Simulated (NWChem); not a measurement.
# SiHF3 (SMILES F[SiH](F)F) at 5 levels

Wanted: a comparison of 5 runs (PBE/def2-SVPD, SVWN5/def2-SVPD, MP2/def2-SVPD, CCSD/def2-SVPD, CCSD(T)/def2-SVPD) of SiHF3. 

The results are computed with NWChem 7.3.0.

### 1 The molecule

SiHF3 has 5 atoms, charge 0, and is taken as a singlet. As SMILES, `F[SiH](F)F`. The shape is that of a PBE0-D4/def2-TZVP optimisation.

Bond lengths: F1–Si2 1.573 Å, Si2–F3 1.573 Å, Si2–F4 1.573 Å, Si2–H5 1.461 Å. Angles: F1–Si2–F3 108.3°, F1–Si2–F4 108.3°, F3–Si2–F4 108.3°, F1–Si2–H5 110.7°, F3–Si2–H5 110.7°, F4–Si2–H5 110.7°.

### 2 Energy and gradient at PBE/def2-SVPD (run 1)

The input, a.nw:

```
start a
memory 2200 mb

geometry units angstrom noautosym nocenter noautoz
   F     -0.447100    -0.082200     1.491300
   Si     0.040700     0.001700    -0.001800
   F     -0.597100     1.281400    -0.657200
   F     -0.495900    -1.263300    -0.767200
   H      1.499400     0.062400    -0.065100
end

basis spherical bse
   * library def2-SVPD
end

dft
   xc xpbe96 cpbe96
   mult 1
   grid fine
   convergence energy 1e-08
   iterations 100
   mulliken
   print medium
end

task dft gradient
```

Launch:

```bash
nwchem a.nw > a.out
```

Log:

```text
[...]
          Wavefunction type:  closed shell.
          No. of atoms     :     5
          No. of electrons :    42
[...]
          Charge           :     0
          Spin multiplicity:     1
[...]
          AO basis - number of functions:   101
[...]
              XC Information
              --------------
          PerdewBurkeErnzerhof Exchange Functional  1.000
            Perdew 1991 LDA Correlation Functional  1.000 local
           PerdewBurkeErnz. Correlation Functional  1.000 non-local
[...]
 d= 0,ls=0.0,diis     1   -588.9507465835 -7.77D+02  2.33D-02  1.05D+00     1.2
[...]
 d= 0,ls=0.0,diis    10   -589.0658518207 -1.18D-11  2.60D-08  2.24D-12     9.9
         Total DFT energy =     -589.065851820698
      One electron energy =    -1193.636108239951
           Coulomb energy =      468.468038525832
    Exchange-Corr. energy =      -52.305646156122
 Nuclear repulsion energy =      188.407864049543
[...]
      Total Density - Mulliken Population Analysis
     ---------------------------------------------
    Atom       Charge   Shell Charges
 -----------   ------   -------------------------------------------------------
    1 F    9     9.54   1.99  1.14  0.77  0.15  3.35  1.92  0.21  0.01  0.01
    2 Si  14    12.34   2.00  1.98  0.93 -0.69  0.17  5.92  1.16  0.25  0.59  0.04
    3 F    9     9.54   1.99  1.14  0.77  0.15  3.35  1.92  0.21  0.01  0.01
    4 F    9     9.54   1.99  1.14  0.77  0.15  3.35  1.92  0.21  0.01  0.01
    5 H    1     1.03   0.74  0.24  0.01  0.04
[...]
  wavefunction    = closed shell
                         DFT ENERGY GRADIENTS
    atom               coordinates                        gradient
                 x          y          z           x          y          z
   1 F      -0.844896  -0.155335   2.818148    0.012225   0.002141  -0.038275
   2 Si      0.076912   0.003213  -0.003402   -0.035191  -0.001455   0.001444
   3 F      -1.128355   2.421495  -1.241928    0.016111  -0.032905   0.016861
   4 F      -0.937115  -2.387291  -1.449798    0.013509   0.032498   0.019682
   5 H       2.833455   0.117919  -0.123021   -0.006654  -0.000278   0.000288
[...]
```

Wall time 14 s (1 thread of Intel Xeon 6975P-C (Granite Rapids), shared host); peak memory 0.12 GiB.

### 3 Energy and gradient at SVWN5/def2-SVPD (run 2)

The input, m1.nw:

```
start m1
title "F3HSi SVWN5"
memory total 2200 mb

geometry units angstrom noautosym nocenter noautoz
F     -0.447100    -0.082200     1.491300
Si     0.040700     0.001700    -0.001800
F     -0.597100     1.281400    -0.657200
F     -0.495900    -1.263300    -0.767200
H      1.499400     0.062400    -0.065100
end

basis spherical bse
F library def2-SVPD
Si library def2-SVPD
H library def2-SVPD
end

dft
xc slater vwn_5
grid fine
convergence energy 1e-08
iterations 100
mulliken
print medium
end

task dft gradient
```

Launch:

```bash
nwchem m1.nw > m1.out
```

Log:

```text
[...]
          Wavefunction type:  closed shell.
          No. of atoms     :     5
          No. of electrons :    42
[...]
          Charge           :     0
          Spin multiplicity:     1
[...]
          AO basis - number of functions:   101
[...]
              XC Information
              --------------
                        Slater Exchange Functional  1.000 local
                      VWN V Correlation Functional  1.000 local
[...]
 d= 0,ls=0.0,diis     1   -586.3199643399 -7.75D+02  2.54D-02  1.57D+00     0.9
[...]
 d= 0,ls=0.0,diis    10   -586.4521496017 -1.03D-10  8.31D-08  9.63D-11     6.9
         Total DFT energy =     -586.452149601717
      One electron energy =    -1193.397906363014
           Coulomb energy =      468.161851486566
    Exchange-Corr. energy =      -49.623958774813
 Nuclear repulsion energy =      188.407864049543
[...]
      Total Density - Mulliken Population Analysis
     ---------------------------------------------
    Atom       Charge   Shell Charges
 -----------   ------   -------------------------------------------------------
    1 F    9     9.49   1.99  1.12  0.78  0.15  3.35  1.90  0.19  0.01  0.01
    2 Si  14    12.49   2.00  1.97  0.98 -0.69  0.17  5.91  1.21  0.32  0.60  0.04
    3 F    9     9.49   1.99  1.12  0.78  0.15  3.35  1.90  0.19  0.01  0.01
    4 F    9     9.49   1.99  1.12  0.78  0.15  3.35  1.90  0.19  0.01  0.01
    5 H    1     1.02   0.71  0.27  0.01  0.04
[...]
  wavefunction    = closed shell
                         DFT ENERGY GRADIENTS
    atom               coordinates                        gradient
                 x          y          z           x          y          z
   1 F      -0.844896  -0.155335   2.818148    0.008779   0.001420  -0.024753
   2 Si      0.076912   0.003213  -0.003402   -0.022782  -0.000939   0.000907
   3 F      -1.128355   2.421495  -1.241928    0.011301  -0.021235   0.010862
   4 F      -0.937115  -2.387291  -1.449798    0.009619   0.021043   0.012684
   5 H       2.833455   0.117919  -0.123021   -0.006916  -0.000289   0.000300
[...]
```

It took 11 s on 1 thread of Intel Xeon 6975P-C (Granite Rapids), shared host; peak memory 0.11 GiB.

Run 3 isn't shown in full; the table further down has it.

### 4 The energy at CCSD/def2-SVPD (run 4)

The input, f3hsi.xyz:

```xyz
5
F3HSi ccsd
F     -0.447100    -0.082200     1.491300
Si     0.040700     0.001700    -0.001800
F     -0.597100     1.281400    -0.657200
F     -0.495900    -1.263300    -0.767200
H      1.499400     0.062400    -0.065100
```

The input, f3hsi.nw:

```
start f3hsi
title "F3HSi ccsd"
memory 2200 mb

geometry units angstroms noautosym nocenter noautoz
  load f3hsi.xyz
end

basis spherical bse
  * library def2-SVPD
end

scf
  nopen 0
  rhf
  thresh 1e-08
  maxiter 80
end

ccsd
  freeze core 8
  maxiter 60
end

task ccsd energy
```

Launch:

```bash
nwchem f3hsi.nw > f3hsi.out
```

Log:

```text
[...]
  functions       =   101
[...]
  wavefunction    = RHF
[...]
         Total SCF energy =   -587.710063568431
      One-electron energy =  -1193.735216533996
      Two-electron energy =    417.617288916021
 Nuclear repulsion energy =    188.407864049544
        Time for solution =      8.0s
[...]
 Total MP2 energy:           -588.389525493201859
[...]
             energy      energy      error      ampl     ampl      Block
                                                time     time      time
[...]
 Total CCSD energy:           -588.401365768144728
[...]
```

Run time: 97 s. Hardware: 1 thread of Intel Xeon 6975P-C (Granite Rapids), shared host; peak memory 0.28 GiB.

### 5 The energy at CCSD(T)/def2-SVPD (run 5)

The input, input.nw:

```
start input
memory 2200 mb
geometry units bohr noautosym nocenter noautoz
 F   -0.84489655  -0.15533549   2.81814857
 Si   0.07691185   0.00321253  -0.00340151
 F   -1.12835547   2.42149506  -1.24192801
 F   -0.93711519  -2.38729101  -1.44979788
 H    2.83345535   0.11791891  -0.12302117
end
basis spherical bse
 * library def2-SVPD
end
scf
 thresh 1e-08
 maxiter 80
end
ccsd
 freeze core 8
 maxiter 60
end
task ccsd(t) energy
```

Launch:

```bash
nwchem input.nw > input.out
```

Log:

```text
[...]
  functions       =   101
[...]
  wavefunction    = RHF
[...]
         Total SCF energy =   -587.710063575050
      One-electron energy =  -1193.735189544047
      Two-electron energy =    417.617275466197
 Nuclear repulsion energy =    188.407850502800
        Time for solution =      8.2s
[...]
 Total MP2 energy:           -588.389525515459809
[...]
             energy      energy      error      ampl     ampl      Block
                                                time     time      time
[...]
 Total CCSD energy:           -588.401365788101657
[...]
 Total CCSD+T(CCSD) energy:           -588.417519469763192
[...]
 Total CCSD(T) energy:                -588.415277551122131
[...]
```

Wall time 2.2 min (1 thread of Intel Xeon 6975P-C (Granite Rapids), shared host); peak memory 0.36 GiB.

### 6 The series

```csv
run,level,integration grid,iteration cap,energy (Eh),dipole moment (D),HOMO energy (eV),LUMO energy (eV),wall time
1,PBE/def2-SVPD,fine,100,-589.065852,1.33,-9.67,-0.21,14 s
2,SVWN5/def2-SVPD,fine,100,-586.452150,1.40,-9.77,-0.29,11 s
3,MP2/def2-SVPD,–,80,-588.389525,1.40,-15.42,2.39,25 s
4,CCSD/def2-SVPD,–,80,-588.401366,–,-15.42,2.39,97 s
5,CCSD(T)/def2-SVPD,–,80,-588.415278,–,-15.42,2.39,2.2 min
```

### 7 What came out

| quantity | value |
| --- | --- |
| run 5: total energy | -588.41528 Eh |
| run 5: HOMO energy (Hartree–Fock orbitals) | -15.42 eV |
| run 5: LUMO energy (Hartree–Fock orbitals) | 2.39 eV |
| run 5: HOMO–LUMO gap (Hartree–Fock orbitals) | 17.82 eV |
| run 5: correlation energy (8 core orbitals frozen) | -705.2 mEh |
| run 5: (T) correction | -13.91 mEh |

In words: Over runs 1, 2, 3 the dipole moment (its size) runs from 1.33 D (PBE/def2-SVPD) to 1.40 D (SVWN5/def2-SVPD). Totals of different functionals can't be ranked against each other. All runs together took 4.6 min, the longest 2.2 min.
